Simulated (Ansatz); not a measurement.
# Cl (bcc type): how the settings move a single-point run

Aim: see which settings change the result for Cl (bcc type), by how much, and at what cost.

Computed with Ansatz 0.2.0 (reference: DFT, PBEsol, PAW with Ansatz's default frozen-core files, scalar-relativistic, unless a step's input says otherwise).

## Step 1: The starting structure

The structure is cubic, space group Im-3m (No. 229). Conventional cell: a = 3.239 Å, b = 3.239 Å, c = 3.239 Å, α = 90.00°, β = 90.00°, γ = 90.00°. Around Cl (site symmetry m-3m) lie 8 Cl at 2.80 Å.

Structure file:

```
CELL_PARAMETERS angstrom
-1.61943 1.61943 1.61943
1.61943 -1.61943 1.61943
1.61943 1.61943 -1.61943
ATOMIC_POSITIONS crystal
Cl 0.00000 0.00000 0.00000
```

## Step 2: Baseline

The input, input.yaml:

```yaml
crystal:
  lattice:
    - [-1.619428194, 1.619428194, 1.619428194]
    - [1.619428194, -1.619428194, 1.619428194]
    - [1.619428194, 1.619428194, -1.619428194]
  atoms:
    - { symbol: Cl, position: [0.0, 0.0, 0.0] }
kpoints:
  mp_grid: { grid: [15, 15, 15] }
scf:
  occupations: { method: fermi_dirac, width: 0.08 }
hamiltonian:
  xc: pbesol
  pseudopotentials: { kind: paw }
output:
  forces: true
  stress: true
  eigenvalues: true
  populations: true
```

Launch:

```sh
ansatz run input.yaml --threads 1 --pin off --max-ram 2048MiB --backend cpu --events-out ev --progress --plain --runs-dir out
```

## Step 3: Changing settings: ecutwfc 18.4 Ry

Changes to input.yaml since step 2:

```diff
@@ -19 +19,3 @@
   populations: true
+basis:
+  ecutwfc: "18.4 Ry"
```

Before running it: what results should come out? Wanted: for each run, ending; energy change; pressure; gap; force.

The runs gave:

```csv
run,ending,energy change,pressure (GPa),gap (eV),force (eV/Å),cycles,time
reference,converged,0,7.9,0.00,0.00,6,1.6 s
1: ecutwfc 18.4 Ry,converged,+67.1 meV/atom,7.7,0.00,0.00,6,1.1 s
```

Residual by cycle in the longest SCF loop of each run; runs are numbered as in the table. The quantity is the density residual dr2, in eV.

```csv
cycle,reference,run 1
1,0.00234,0.00367
2,2.8e-4,3.5e-4
3,5.3e-6,1.1e-5
4,3.7e-7,6.1e-7
5,1.8e-9,5.9e-10
6,9.6e-12,1.7e-12
```

**Reading.** Changing the cutoff moves the energy by +67.1 meV/atom. The log warns that the cutoff is under what these potentials recommend, so the shift is basis error. Cost: 1.1 s against 1.6 s. Run 1 ran under the cutoff that the potentials recommend, as the log warns, so basis error is mixed into its values.
